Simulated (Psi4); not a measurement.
# InNH4 (SMILES [NH2][InH2]) at 6 levels

Wanted: a comparison of 6 runs (HF/STO-3G, HF/3-21G, DSD-PBEP86/def2-SVP, HSE06/def2-SVP, TPSSh/def2-SVP, wB97X-V/def2-SVP) of InNH4. 

The results are computed with Psi4 1.11.

1 further run of the same task is left out (it didn't finish).

## (1) The molecule

InNH4 has 6 atoms, charge 0, and is taken as a singlet. SMILES: `[NH2][InH2]`. One bond was lengthened or shortened from a relaxed shape.

Bond lengths: N1–In2 2.007 Å, N1–H3 1.006 Å, N1–H4 1.157 Å, In2–H5 1.712 Å, In2–H6 1.712 Å. Angles: N1–In2–H5 115.0°, N1–In2–H6 115.0°, In2–N1–H3 124.3°, In2–N1–H4 124.3°, H5–In2–H6 130.0°, H3–N1–H4 111.3°.

## (2) Energy and forces at HF/STO-3G (run 1)

h4inn.xyz

```xyz
6
H4InN
N     -0.152810    -0.964988     0.136476
In     0.034690     1.031412     0.051576
H     -0.658610    -1.457388     0.853276
H      0.311900    -1.697300    -0.629300
H      0.951890     1.616012    -1.270824
H     -0.748010     1.885812     1.311976
```

h4inn.py

```python
import psi4

psi4.set_memory('1600 MB')
psi4.set_num_threads(1)
psi4.core.set_output_file('psi4.out', False)

with open('h4inn.xyz') as f:
    atoms = ''.join(f.readlines()[2:])
molecule = psi4.geometry('0 1\n' + atoms + 'symmetry c1\nno_reorient\nno_com')

options = {'puream': True, 'e_convergence': 1e-09, 'd_convergence': 1e-08, 'scf_type': 'pk'}
psi4.set_options(options)

E = psi4.gradient("hf/STO-3G")
print('gradient / Eh bohr^-1')
print(E.np.round(6))
```

Run with:

```console
$ python h4inn.py
```

psi4.out:

```text
[...]
  Running in c1 symmetry.
[...]
  Nuclear repulsion =  149.763560270852679
[...]
  Multiplicity = 1
[...]
  Nalpha       = 30
  Nbeta        = 30
[...]
    Number of basis functions: 36
[...]
   @RHF iter   1: -5738.40284559436986   -3.45604e+00   1.96876e-02 ADIIS/DIIS
[...]
   @RHF iter  11: -5738.91922558914939    0.00000e+00   1.73558e-09 DIIS
[...]
  @RHF Final Energy: -5738.91922558914939
   => Energetics <=
    Nuclear Repulsion Energy =            149.7635602708526790
    One-Electron Energy =               -8246.2617225777012209
    Two-Electron Energy =                2357.5789367176998894
    Total Energy =                      -5738.9192255891484820
[...]
  -Total Gradient:
     Atom            X                  Y                   Z
    ------   -----------------  -----------------  -----------------
       1       -0.057400818371    -0.005480085218     0.085474426098
       2        0.001506079081     0.023616553547     0.000118796246
       3        0.005874337659     0.018955827467    -0.007110480622
       4        0.047593946667    -0.062547257783    -0.077302655034
       5        0.018384073467     0.009762216050    -0.026702368605
       6       -0.015957618533     0.015692745287     0.025522281880
[...]
```

On the terminal:

```text
gradient / Eh bohr^-1
[[-0.057401 -0.00548   0.085474]
 [ 0.001506  0.023617  0.000119]
 [ 0.005874  0.018956 -0.00711 ]
 [ 0.047594 -0.062547 -0.077303]
 [ 0.018384  0.009762 -0.026702]
 [-0.015958  0.015693  0.025522]]
```

It took 2.5 s on 1 thread of Intel Xeon Platinum 8375C at 2.90GHz (Ice Lake), shared host; peak memory 0.19 GiB.

## (3) A single-point energy at HF/3-21G (run 2)

input.in

```
memory 1.6 GB

molecule {
  0 1
  N     -0.152810    -0.964988     0.136476
  In     0.034690     1.031412     0.051576
  H     -0.658610    -1.457388     0.853276
  H      0.311900    -1.697300    -0.629300
  H      0.951890     1.616012    -1.270824
  H     -0.748010     1.885812     1.311976
  symmetry c1
}

set puream true
set e_convergence 1e-09
set d_convergence 1e-08
set scf_type pk

e_tot, wfn = energy("hf/3-21G", return_wfn=True)
```

Run with:

```console
$ psi4 -i input.in -o input.out -n 1
```

input.out:

```text
[...]
  Running in c1 symmetry.
[...]
  Nuclear repulsion =  149.763560270852679
[...]
  Multiplicity = 1
[...]
  Nalpha       = 30
  Nbeta        = 30
[...]
    Number of basis functions: 48
[...]
   @RHF iter   1: -5770.81135429628648   -3.61408e+00   1.32351e-02 ADIIS/DIIS
[...]
   @RHF iter  10: -5771.16360098757104   -5.45697e-12   5.07549e-09 DIIS
[...]
  @RHF Final Energy: -5771.16360098757104
   => Energetics <=
    Nuclear Repulsion Energy =            149.7635602708526790
    One-Electron Energy =               -8269.3717470525807585
    Two-Electron Energy =                2348.4445857941582290
    Total Energy =                      -5771.1636009875701347
[...]
 Multipole Moments:
 ------------------------------------------------------------------------------------
     Multipole            Electronic (a.u.)      Nuclear  (a.u.)        Total (a.u.)
 ------------------------------------------------------------------------------------
 L = 1.  Multiply by 2.5417464519 to convert [e a0] to [Debye]
 Dipole X            :          0.5076055           -0.5309804           -0.0233749
 Dipole Y            :          6.2271738           -6.4574119           -0.2302381
 Dipole Z            :         -0.1492473            0.1696774            0.0204301
 Magnitude           :                                                    0.2323217
[...]
```

It took 2.1 s on 1 thread of Intel Xeon Platinum 8375C at 2.90GHz (Ice Lake), shared host; peak memory 0.19 GiB.

Runs 3 to 5 aren't shown in full; the table further down has their settings and results.

## (4) The energy at wB97X-V/def2-SVP (core potential) (run 6)

calc.dat

```
memory 1.6 GB

molecule {
  N     -0.152810    -0.964988     0.136476
  In     0.034690     1.031412     0.051576
  H     -0.658610    -1.457388     0.853276
  H      0.311900    -1.697300    -0.629300
  H      0.951890     1.616012    -1.270824
  H     -0.748010     1.885812     1.311976
  symmetry c1
}

set globals {
  puream true
  e_convergence 1e-09
  d_convergence 1e-08
  scf_type pk
  dft_radial_points 99
  dft_spherical_points 590
}

result, w = energy("wb97x-v/def2-SVP", return_wfn=True)
```

Run with:

```console
$ psi4 -i calc.dat -o calc.out -n 1
```

calc.out:

```text
[...]
    !!!  WARNING: ECP capability is in beta. Please check occupations closely.  !!!
[...]
  Running in c1 symmetry.
[...]
  Nuclear repulsion =   70.056173853778105
[...]
  Multiplicity = 1
[...]
  Nalpha       = 16
  Nbeta        = 16
[...]
    Number of basis functions: 60
[...]
   @RKS iter   1:  -246.94609226403296   -1.36691e+00   1.12853e-02 ADIIS/DIIS
[...]
   @RKS iter  11:  -247.16383658737507   -3.06954e-12   4.26249e-09 DIIS
[...]
  @RKS Final Energy:  -247.16383658737507
   => Energetics <=
    Nuclear Repulsion Energy =             70.0561738537781054
    One-Electron Energy =                -551.2904209058990546
    Two-Electron Energy =                 250.9265941405119804
    DFT Exchange-Correlation Energy =     -16.9806055730513599
    Empirical Dispersion Energy =           0.0000000000000000
    VV10 Nonlocal Energy =                  0.1244218972852600
    Total Energy =                       -247.1638365873750729
[...]
 Multipole Moments:
 ------------------------------------------------------------------------------------
     Multipole            Electronic (a.u.)      Nuclear  (a.u.)        Total (a.u.)
 ------------------------------------------------------------------------------------
 L = 1.  Multiply by 2.5417464519 to convert [e a0] to [Debye]
 Dipole X            :          1.6771852           -1.6889732           -0.0117880
 Dipole Y            :         18.8512991          -19.1001052           -0.2488060
 Dipole Z            :         -0.6674822            0.6664665           -0.0010157
 Magnitude           :                                                    0.2490872
[...]
```

It took 67 s on 1 thread of Intel Xeon Platinum 8375C at 2.90GHz (Ice Lake), shared host; peak memory 0.77 GiB.

## (5) The series

```csv
run,level,task,core potential,energy (Eh),dipole moment (D),HOMO energy (eV),LUMO energy (eV),wall time
1,HF/STO-3G,gradient,none,-5738.919226,0.16,-7.04,6.64,2.5 s
2,HF/3-21G,energy,none,-5771.163601,0.59,-9.71,1.69,2.1 s
3,"DSD-PBEP86/def2-SVP (core potential, density fitting for correlation)",energy,def2,-246.623237,–,-8.86,0.55,8.4 s
4,HSE06/def2-SVP (core potential),energy,def2,-247.138169,0.79,-6.32,-1.31,26 s
5,TPSSh/def2-SVP (core potential),gradient,def2,-247.139792,0.87,-5.99,-1.19,28 s
6,wB97X-V/def2-SVP (core potential),energy,def2,-247.163837,0.63,-9.12,0.91,67 s
```

## (6) What came out

| quantity | value |
| --- | --- |
| run 6: total energy | -247.16384 Eh |
| run 6: dipole moment | 0.63 D |
| run 6: HOMO energy | -9.12 eV |
| run 6: LUMO energy | 0.91 eV |
| run 6: HOMO–LUMO gap | 10.03 eV |

What this shows: Over runs 1, 2, 4, 5, 6 the dipole moment (its size) runs from 0.16 D (HF/STO-3G) to 0.87 D (TPSSh/def2-SVP). The two ends differ in method and basis and core potential. The two dipoles point in opposite directions. The HOMO–LUMO gap runs from 4.80 eV (TPSSh/def2-SVP) to 13.67 eV (HF/STO-3G). Totals of different functionals can't be ranked against each other. Some runs of one species differ in core potentials or relativity; totals across that change don't compare. In run 1 the basis is minimal, so the values are rough. In runs 1, 2 relativity is left out where basis or elements ask for it. All runs together took 2.2 min, the longest 67 s.
